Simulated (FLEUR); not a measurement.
# Bi2Te3 (Tellurobismuthite) (R-3m) in FLEUR: band structure with PBEsol

Aim: the band structure of Bi2Te3 (Tellurobismuthite) with PBEsol.

All numbers are computed with FLEUR MaX-R8.1 (later development tree); they aren't measurements. Logs are shortened: lines on timing, memory, paths and dates and some standing lists are left out, and cuts for length are marked.

**The experiment to reproduce.**

From “Vacancy and Antisite-Induced Ferromagnetism in Liquid-Phase Exfoliated Bi2Te3”, 2024, arxiv:2412.10539, for a bulk crystal of Bi2Te3: band gap 0.17 eV.

The results are compared with them further down.

## Step 1: The crystal as given

Symmetry: R-3m, No. 166, trigonal system. The conventional cell has a = 4.386 Å, b = 4.386 Å, c = 30.497 Å, α = 90.00°, β = 90.00°, γ = 120.00°. Bi (site symmetry 3m) is surrounded by 6 Te at 3.07 to 3.25 Å. Te (site symmetry 3m) is surrounded by 3 Bi at 3.07 Å. Te (site symmetry -3m) has 6 Bi at 3.25 Å as nearest neighbours.

## Step 2: Band structure, PBEsol

File inp.xml:

```xml
<?xml version="1.0" encoding="UTF-8" standalone="no"?>
<fleurInput fleurInputVersion="0.39">
   <comment>
      Bi2Te3                                                                                              
   </comment>
   <calculationSetup>
      <cutoffs Kmax="4.1" Gmax="12.7" GmaxXC="12.7" numbands="0"/>
      <scfLoop itmax="60" minDistance="0.00001" maxIterBroyd="15" imix="Anderson" alpha="0.05" precondParam="0.0" spinf="2.0" sdNocoIR="T"/>
      <coreElectrons ctail="T" frcor="F" kcrel="0" coretail_lmax="0"/>
      <xcFunctional name="PBEs" relativisticCorrections="F"/>
      <magnetism jspins="1"/>
      <soc l_soc="F" theta="0.0" phi="0.0" spav="F"/>
      <expertModes spex="0" secvar="F"/>
      <geometryOptimization l_f="F" forcealpha="1.0" forcemix="BFGS" epsdisp="0.00001" epsforce="0.00001"/>
      <ldaU l_linMix="F" mixParam="0.05" spinf="1.0"/>
   </calculationSetup>
   <cell>
      <bzIntegration valenceElectrons="108.0" mode="hist" fermiSmearingEnergy="0.00183747">
         <kPointListSelection listName="default-1"/>
         <!-- k-points included here -->
         <xi:include xmlns:xi="http://www.w3.org/2001/XInclude" href="kpts.xml"> </xi:include>
      </bzIntegration>
      <!-- symmetry operations included here -->
      <xi:include xmlns:xi="http://www.w3.org/2001/XInclude" href="sym.xml"> </xi:include>
      <bulkLattice scale="1.0">
         <bravaisMatrix>
[... 40 lines left out ...]
   </atomSpecies>
   <atomGroups>
      <atomGroup species="Bismuth (Bi)">
         <relPos label="                   1">-2.000/5.000 -2.000/5.000 -2.000/5.000</relPos>
         <relPos label="                   2">2.000/5.000 2.000/5.000 2.000/5.000</relPos>
         <force calculate="T" relaxXYZ="TTT"/>
      </atomGroup>
      <atomGroup species="Tellurium (Te)">
         <relPos label="                   3">-.2095000000 -.2095000000 -.2095000000</relPos>
         <relPos label="                   4">.2095000000 .2095000000 .2095000000</relPos>
         <force calculate="T" relaxXYZ="TTT"/>
      </atomGroup>
      <atomGroup species="Tellurium (Te)">
         <relPos label="                   5">.0000000000 .0000000000 .0000000000</relPos>
         <force calculate="T" relaxXYZ="TTT"/>
      </atomGroup>
   </atomGroups>
   <output dos="F" band="F" slice="F">
      <checks vchk="F" cdinf="F"/>
      <bandDOS minEnergy="-.5*Htr" maxEnergy="0.5*Htr" sigma="0.015" storeEVData="T"/>
      <vacuumDOS vacdos="F" integ="F" star="F" nstars="0" locx1="0.0" locy1="0.0" locx2="0.0" locy2="0.0" nstm="0" tworkf="0.0"/>
      <unfoldingBand unfoldBand="F" supercellX="1" supercellY="1" supercellZ="1"/>
      <plotting iplot="0" polar="F">
         <plot TwoD="T" vec1="  1.0  0.0  0.0" vec2="  0.0  1.0  0.0" vec3="  0.0  0.0  1.0" zero="  0.0  0.0  0.0" file="plot"/>
      </plotting>
      <chargeDensitySlicing numkpt="0" minEigenval="0.0" maxEigenval="0.0" nnne="0" pallst="F"/>
      <specialOutput eonly="F"/>
      <moessbauerParams electricFieldGradient="T" isomerShift="T" coreHyperfine="T" valenceHyperfine="T"/>
      <magneticCircularDichroism mcd="F" energyLo="-10.0" energyUp="0.0"/>
   </output>
  <!-- We include the file relax.xml here to enable relaxations (see documentation) -->
  <xi:include xmlns:xi="http://www.w3.org/2001/XInclude" href="relax.xml"> <xi:fallback/> </xi:include>
</fleurInput>
```

File crystal.txt:

```
Bi2Te3
&input cartesian=F /
2.1930000000  1.2661291403  10.1656666667
-2.1930000000  1.2661291403  10.1656666667
0.0000000000  -2.5322582807  10.1656666667
1.8897261246
1.0 1.0 1.0

5
83 0.6000000000  0.6000000000  0.6000000000
83 0.4000000000  0.4000000000  0.4000000000
52 0.7905000000  0.7905000000  0.7905000000
52 0.2095000000  0.2095000000  0.2095000000
52 0.0000000000  0.0000000000  0.0000000000

&kpt div1=7 div2=7 div3=7 gamma=T /
```

File inp.xml (bands):

```
<?xml version="1.0" encoding="UTF-8" standalone="no"?>
<fleurInput fleurInputVersion="0.39">
   <comment>
      Bi2Te3                                                                                              
   </comment>
   <calculationSetup>
      <cutoffs Kmax="4.1" Gmax="12.7" GmaxXC="12.7" numbands="0"/>
      <scfLoop itmax="60" minDistance="0.00001" maxIterBroyd="15" imix="Anderson" alpha="0.05" precondParam="0.0" spinf="2.0" sdNocoIR="T"/>
      <coreElectrons ctail="T" frcor="F" kcrel="0" coretail_lmax="0"/>
      <xcFunctional name="PBEs" relativisticCorrections="F"/>
      <magnetism jspins="1"/>
      <soc l_soc="F" theta="0.0" phi="0.0" spav="F"/>
      <expertModes spex="0" secvar="F"/>
      <geometryOptimization l_f="F" forcealpha="1.0" forcemix="BFGS" epsdisp="0.00001" epsforce="0.00001"/>
      <ldaU l_linMix="F" mixParam="0.05" spinf="1.0"/>
   </calculationSetup>
   <cell>
      <bzIntegration valenceElectrons="108.0" mode="hist" fermiSmearingEnergy="0.00183747">
         <kPointListSelection listName="path-1"/>
         <!-- k-points included here -->
         <xi:include xmlns:xi="http://www.w3.org/2001/XInclude" href="kpts.xml"> </xi:include>
      </bzIntegration>
      <!-- symmetry operations included here -->
      <xi:include xmlns:xi="http://www.w3.org/2001/XInclude" href="sym.xml"> </xi:include>
[... 41 lines left out ...]
      </species>
   </atomSpecies>
   <atomGroups>
      <atomGroup species="Bismuth (Bi)">
         <relPos label="                   1">-2.000/5.000 -2.000/5.000 -2.000/5.000</relPos>
         <relPos label="                   2">2.000/5.000 2.000/5.000 2.000/5.000</relPos>
         <force calculate="T" relaxXYZ="TTT"/>
      </atomGroup>
      <atomGroup species="Tellurium (Te)">
         <relPos label="                   3">-.2095000000 -.2095000000 -.2095000000</relPos>
         <relPos label="                   4">.2095000000 .2095000000 .2095000000</relPos>
         <force calculate="T" relaxXYZ="TTT"/>
      </atomGroup>
      <atomGroup species="Tellurium (Te)">
         <relPos label="                   5">.0000000000 .0000000000 .0000000000</relPos>
         <force calculate="T" relaxXYZ="TTT"/>
      </atomGroup>
   </atomGroups>
   <output dos="F" band="T" slice="F">
      <checks vchk="F" cdinf="F"/>
      <bandDOS minEnergy="-.5*Htr" maxEnergy="0.5*Htr" sigma="0.015" storeEVData="T"/>
      <vacuumDOS vacdos="F" integ="F" star="F" nstars="0" locx1="0.0" locy1="0.0" locx2="0.0" locy2="0.0" nstm="0" tworkf="0.0"/>
      <unfoldingBand unfoldBand="F" supercellX="1" supercellY="1" supercellZ="1"/>
      <plotting iplot="0" polar="F">
         <plot TwoD="T" vec1="  1.0  0.0  0.0" vec2="  0.0  1.0  0.0" vec3="  0.0  0.0  1.0" zero="  0.0  0.0  0.0" file="plot"/>
      </plotting>
      <chargeDensitySlicing numkpt="0" minEigenval="0.0" maxEigenval="0.0" nnne="0" pallst="F"/>
      <specialOutput eonly="F"/>
      <moessbauerParams electricFieldGradient="T" isomerShift="T" coreHyperfine="T" valenceHyperfine="T"/>
      <magneticCircularDichroism mcd="F" energyLo="-10.0" energyUp="0.0"/>
   </output>
  <!-- We include the file relax.xml here to enable relaxations (see documentation) -->
  <xi:include xmlns:xi="http://www.w3.org/2001/XInclude" href="relax.xml"> <xi:fallback/> </xi:include>
</fleurInput>
```

Potentials or basis: all-electron, FLAPW.

Launch:

```console
$ inpgen -f crystal.txt -profile fastHighL
$ # inp.xml edited to the form shown
$ fleur_MPI
$ fleur_MPI   # second run, on inp.xml (bands)
```

Standard output:

```text
Welcome to FLEUR        (www.flapw.de)
      MaX-Release 8.1          (www.max-centre.eu)

 ========== k-point set info ==========
 Selected k-point list: default-1
 k-point list type: mesh
 7 x 7 x 7
 Number of k points: 44

 ------------Calculation Setup---------------------------
 Number of MPI-tasks      :            1
 Number of PE/node        :            1
 Number of OMP-threads    :            1
 Most efficient MPI parallelization for:
           1           2           4          11          22          44
 Additional eigenvalue parallelization possible
 Number of basis functions:         1591
 Approximate size of matrices (H+S) per k-point:         0.038 GB
 --------------------------------------------------------
 Iteration:     1   Distance:       8.61758990 me/bohr^3
 Iteration:     2   Distance:       8.05152681 me/bohr^3
 Iteration:     3   Distance:       3.85645126 me/bohr^3
 Iteration:     4   Distance:       2.27302223 me/bohr^3
 Iteration:     5   Distance:       1.80051206 me/bohr^3
 Iteration:     6   Distance:       0.58643678 me/bohr^3
 Iteration:     7   Distance:       0.17357250 me/bohr^3
 Iteration:     8   Distance:       0.11899296 me/bohr^3
 Iteration:     9   Distance:       0.03504909 me/bohr^3
 Iteration:    10   Distance:       0.03167092 me/bohr^3
 Iteration:    11   Distance:       0.00438142 me/bohr^3
 Iteration:    12   Distance:       0.00276077 me/bohr^3
 Iteration:    13   Distance:       0.00149674 me/bohr^3
 Iteration:    14   Distance:       0.00020282 me/bohr^3
 Iteration:    15   Distance:       0.00009364 me/bohr^3
 Iteration:    16   Distance:       0.00008200 me/bohr^3
 Iteration:    17   Distance:       0.00006462 me/bohr^3
 Iteration:    18   Distance:       0.00003843 me/bohr^3
 Iteration:    19   Distance:       0.00000992 me/bohr^3

 ********************************************************************
 Run finished successfully
 Stop message:
   all done
 ********************************************************************
```

It took 27 min on 1 thread of Arm Neoverse V2, shared host; peak memory 0.32 GiB.

Results:

```
Free energy                                           : -1728813.0850 eV
Band gap on the k mesh                                : 0.24 eV, direct
Band gap along the path                               : 0.24 eV, direct
Valence electrons inside the program's atomic spheres : Bi 18.74; Te 19.75, 19.80 (radii Bi 2.66, Te 2.55 bohr)
```

Levels at the corners of the path, in eV from the valence-band top:
| point | band 52 | band 53 | band 54 | band 55 | band 56 | band 57 |
| --- | --- | --- | --- | --- | --- | --- |
| Γ | -0.85 | -0.85 | 0.00 | 0.24 | 0.65 | 0.65 |
| L | -2.43 | -0.90 | -0.50 | 0.54 | 1.05 | 2.74 |
| B1 | -1.95 | -0.97 | -0.77 | 1.18 | 1.44 | 2.52 |
| B | -1.95 | -0.97 | -0.77 | 1.18 | 1.44 | 2.52 |
| Z | -1.14 | -1.14 | -0.46 | 0.82 | 1.13 | 1.13 |
| Γ | -0.85 | -0.85 | 0.00 | 0.24 | 0.65 | 0.65 |
| X | -1.62 | -1.39 | -0.64 | 1.06 | 2.00 | 2.05 |
| Q | -1.62 | -1.39 | -0.64 | 1.06 | 2.00 | 2.05 |
| F | -1.83 | -1.54 | -0.95 | 0.83 | 1.49 | 2.06 |
| P1 | -1.35 | -1.33 | -1.23 | 1.15 | 1.29 | 1.69 |
| Z | -1.14 | -1.14 | -0.46 | 0.82 | 1.13 | 1.13 |
| L | -2.43 | -0.90 | -0.50 | 0.54 | 1.05 | 2.74 |
| P | -1.35 | -1.33 | -1.23 | 1.15 | 1.29 | 1.69 |

Core levels (eV from the Fermi level):
```tsv
atom	levels
1 Bi	1s1/2 -90489.9, 2s1/2 -16241.6, 2p1/2 -15603.6, 2p3/2 -13284.6, 3s1/2 -3917.3, 3p1/2 -3629.4, 3p3/2 -3110.1, 4s1/2 -896.1, 3d3/2 -2638.9, 3d5/2 -2528.8, 4p1/2 -771.0, 4p3/2 -643.0, 5s1/2 -153.7, 4d3/2 -439.7, 4d5/2 -415.8, 4f5/2 -151.9, 4f7/2 -146.4
2 Bi	1s1/2 -90489.9, 2s1/2 -16241.6, 2p1/2 -15603.6, 2p3/2 -13284.6, 3s1/2 -3917.3, 3p1/2 -3629.4, 3p3/2 -3110.1, 4s1/2 -896.1, 3d3/2 -2638.9, 3d5/2 -2528.8, 4p1/2 -771.0, 4p3/2 -643.0, 5s1/2 -153.7, 4d3/2 -439.7, 4d5/2 -415.8, 4f5/2 -151.9, 4f7/2 -146.4
3 Te	1s1/2 -31586.9, 2s1/2 -4838.7, 2p1/2 -4533.8, 2p3/2 -4259.5, 3s1/2 -959.0, 3p1/2 -833.6, 3p3/2 -782.5, 4s1/2 -159.2, 3d3/2 -561.1, 3d5/2 -550.4
4 Te	1s1/2 -31586.9, 2s1/2 -4838.7, 2p1/2 -4533.8, 2p3/2 -4259.5, 3s1/2 -959.0, 3p1/2 -833.6, 3p3/2 -782.5, 4s1/2 -159.2, 3d3/2 -561.1, 3d5/2 -550.4
5 Te	1s1/2 -31586.7, 2s1/2 -4838.5, 2p1/2 -4533.6, 2p3/2 -4259.3, 3s1/2 -958.8, 3p1/2 -833.4, 3p3/2 -782.3, 4s1/2 -159.1, 3d3/2 -560.9, 3d5/2 -550.3
```

Caveat: spin-orbit coupling is left out, which as a rule narrows the gap of such compounds by several tenths of an eV.

## Step 3: Against experiment

Step 2. A measured gap of Bi2Te3 is 0.17 eV (quoted in “Vacancy and Antisite-Induced Ferromagnetism in Liquid-Phase Exfoliated Bi2Te3”, 2024, arxiv:2412.10539); the calculated 0.24 eV misses it by +0.07 eV. Spin-orbit coupling on Bi, Te is left out. The value is that of PBEsol, without temperature or zero-point motion.
